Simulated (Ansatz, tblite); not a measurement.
# In9Sb10 wurtzite ring sphere (In9Sb10H26+): rung by rung

Aim: run the singlet of In9Sb10 wurtzite ring sphere (In9Sb10H26+) at one geometry on many levels, and compare frontier levels, spin and run time.

Computed with Ansatz 0.2.0, Gaussian basis. Level: as each input shows.

Plan: GFN1-xTB, GFN2-xTB, PBE-D4/def2-SVP, r2SCAN-D4/def2-SVP, revPBE-D4/def2-SVP, ωB97M-V/def2-SVP, PBE0-D4/def2-TZVP, PBE-D4/def2-TZVP, MP2/def2-SVP, RPA/def2-SVP.

### 1 The structure

The singlet was relaxed beforehand with r2SCAN-D4/def2-SVP.

45 atoms, charge 1, spin multiplicity 1.

Bond lengths: Sb1–In2 2.979 Å, Sb1–In5 2.832 Å, Sb1–H20 1.701 Å, Sb1–H21 1.701 Å, In2–Sb7 2.900 Å, In2–H22 1.713 Å, In2–H23 1.714 Å, Sb3–In4 2.935 Å, Sb3–In5 2.852 Å, Sb3–H24 1.704 Å, Sb3–H25 1.701 Å, In4–Sb9 2.935 Å, In4–H26 1.712 Å, In4–H27 1.710 Å, In5–Sb6 2.835 Å, In5–Sb14 2.808 Å, Sb6–In8 2.890 Å, Sb6–In10 2.835 Å and more. Angles: In2–Sb1–In5 120.7°, In2–Sb1–H20 114.6°, In2–Sb1–H21 114.6°, In5–Sb1–H20 103.9°, In5–Sb1–H21 103.5°, H20–Sb1–H21 96.2°, Sb1–In2–Sb7 91.8°, Sb1–In2–H22 102.3°, Sb1–In2–H23 102.2°, Sb7–In2–H22 108.3°, Sb7–In2–H23 108.1°, H22–In2–H23 135.0°, In4–Sb3–In5 132.7°, In4–Sb3–H24 107.1°, In4–Sb3–H25 109.8°, In5–Sb3–H24 103.3°, In5–Sb3–H25 102.1°, H24–Sb3–H25 95.8° and more.

In, Sb take a core potential in the def2 sets. No spin-orbit coupling is included. The ion is computed in the gas phase, without counter-ions or solvent.

PBE0-D4/def2-SVP was run before; its log isn't repeated, and its numbers join the tables.

### 2 GFN1-xTB

Tight binding, by tblite at 300 K electronic temperature and without a spin-polarisation term:

```python
tblite.interface.Calculator('GFN1-xTB', numbers, positions, charge=1, uhf=0).singlepoint()
```

Energy -1439.5301 eV, HOMO -11.73 eV, LUMO -9.89 eV; 0.33 s.

### 3 GFN2-xTB

Tight binding, by tblite at 300 K electronic temperature and without a spin-polarisation term:

```python
tblite.interface.Calculator('GFN2-xTB', numbers, positions, charge=1, uhf=0).singlepoint()
```

Energy -1251.0342 eV, HOMO -12.53 eV, LUMO -10.15 eV; 0.56 s.

### 4 PBE-D4/def2-SVP

start.molden holds the orbitals of an earlier run on this state, given as this run's starting guess.

File in.yaml:

```yaml
crystal:
  periodic: [false, false, false]
  atoms:
    - {symbol: Sb, position_ang: [0.706034, -4.817874, -0.081753]}
    - {symbol: In, position_ang: [0.760084, -5.138912, 2.879582]}
    - {symbol: Sb, position_ang: [0.653930, -2.154766, -4.107706]}
    - {symbol: In, position_ang: [-0.883160, -0.510527, -5.991116]}
    - {symbol: In, position_ang: [0.765522, -2.242564, -1.259323]}
    - {symbol: Sb, position_ang: [-1.451588, -0.838434, -0.188000]}
    - {symbol: Sb, position_ang: [0.848008, -2.268397, 3.281202]}
    - {symbol: In, position_ang: [-1.581220, -0.912561, 2.698232]}
    - {symbol: Sb, position_ang: [-1.533691, 1.644305, -4.108284]}
    - {symbol: In, position_ang: [-1.557960, 1.783701, -1.260023]}
    - {symbol: Sb, position_ang: [-3.817951, 3.020050, -0.083517]}
    - {symbol: Sb, position_ang: [-1.539339, 1.869269, 3.280128]}
    - {symbol: In, position_ang: [-4.069182, 3.228214, 2.877868]}
    - {symbol: Sb, position_ang: [2.979575, -0.742778, -0.404373]}
    - {symbol: In, position_ang: [3.253529, -1.042291, 2.429799]}
    - {symbol: In, position_ang: [2.820640, 1.626183, -2.065156]}
    - {symbol: Sb, position_ang: [0.848765, 2.949204, -0.404654]}
    - {symbol: Sb, position_ang: [2.900844, 1.673543, 3.284442]}
    - {symbol: In, position_ang: [0.726365, 3.338339, 2.429128]}
    - {symbol: H, position_ang: [-0.598430, -5.589910, -0.853118]}
    - {symbol: H, position_ang: [1.930697, -5.660594, -0.907511]}
    - {symbol: H, position_ang: [-0.830490, -5.680109, 3.215953]}
    - {symbol: H, position_ang: [2.333739, -5.762762, 3.147116]}
    - {symbol: H, position_ang: [0.396537, -3.782528, -4.540028]}
    - {symbol: H, position_ang: [2.301259, -2.124319, -4.528825]}
    - {symbol: H, position_ang: [-2.362761, -1.362256, -6.123078]}
    - {symbol: H, position_ang: [0.278632, 0.158824, -7.052026]}
    - {symbol: H, position_ang: [-2.824912, -1.630357, -0.812911]}
    - {symbol: H, position_ang: [0.970834, -2.084348, 4.972221]}
    - {symbol: H, position_ang: [-3.001610, -1.731629, 3.235636]}
    - {symbol: H, position_ang: [-3.068004, 2.243313, -4.543522]}
    - {symbol: H, position_ang: [-0.675712, 3.051652, -4.526358]}
    - {symbol: H, position_ang: [-5.138375, 2.276061, -0.855265]}
    - {symbol: H, position_ang: [-3.935866, 4.501984, -0.909267]}
    - {symbol: H, position_ang: [-1.319626, 1.884273, 4.971275]}
    - {symbol: H, position_ang: [-5.332990, 2.121151, 3.214407]}
    - {symbol: H, position_ang: [-3.823337, 4.903179, 3.144769]}
    - {symbol: H, position_ang: [4.244631, -1.698218, -1.029448]}
    - {symbol: H, position_ang: [4.752787, -1.736515, 2.912600]}
    - {symbol: H, position_ang: [1.832291, 1.055941, -3.384793]}
    - {symbol: H, position_ang: [4.303380, 2.482618, -2.087688]}
    - {symbol: H, position_ang: [0.655045, 4.522491, -1.030156]}
    - {symbol: H, position_ang: [2.884120, 1.664013, 4.984564]}
    - {symbol: H, position_ang: [4.365972, 2.518881, 3.107275]}
    - {symbol: H, position_ang: [0.875382, 4.983960, 2.911201]}
basis:
  gaussian: {orbitals: def2-SVP, fitting: {mean_field: def2-universal-jkfit}, initial_orbitals: start.molden}
total_charge: 1
hamiltonian: {xc: pbe, dispersion: d4}
scf: {omitted_lower_state_checks: [starts]}
output: {forces: true, orbitals: {seedname: orbitals}}
```

Started as:

```
ansatz run in.yaml --threads 4 --pin off --events-out ev --progress --plain --max-ram 41984MiB --backend cuda --devices 0, --max-vram 37GiB
```

The runs that follow: r2SCAN-D4/def2-SVP; revPBE-D4/def2-SVP; ωB97M-V/def2-SVP; PBE0-D4/def2-TZVP; PBE-D4/def2-TZVP; MP2/def2-SVP; RPA/def2-SVP.

Q: Predict the results of all the runs planned. Wanted: gap in def2-SVP, named functionals, smallest and largest; correlation energy, MP2/def2-SVP; PBE0 total energy, smallest basis above largest.

The runs gave:

| quantity | value |
| --- | --- |
| gap in def2-SVP, named functionals, smallest and largest | 2.69 eV (PBE-D4), 7.37 eV (ωB97M-V) |
| correlation energy, MP2/def2-SVP | -57.36 eV |
| PBE0 total energy, smallest basis above largest | 3.86 eV (def2-SVP, def2-TZVP) |

In words: Over the named functionals in def2-SVP the gap runs from 2.69 eV (PBE-D4) to 7.37 eV (ωB97M-V); exact exchange widens it.
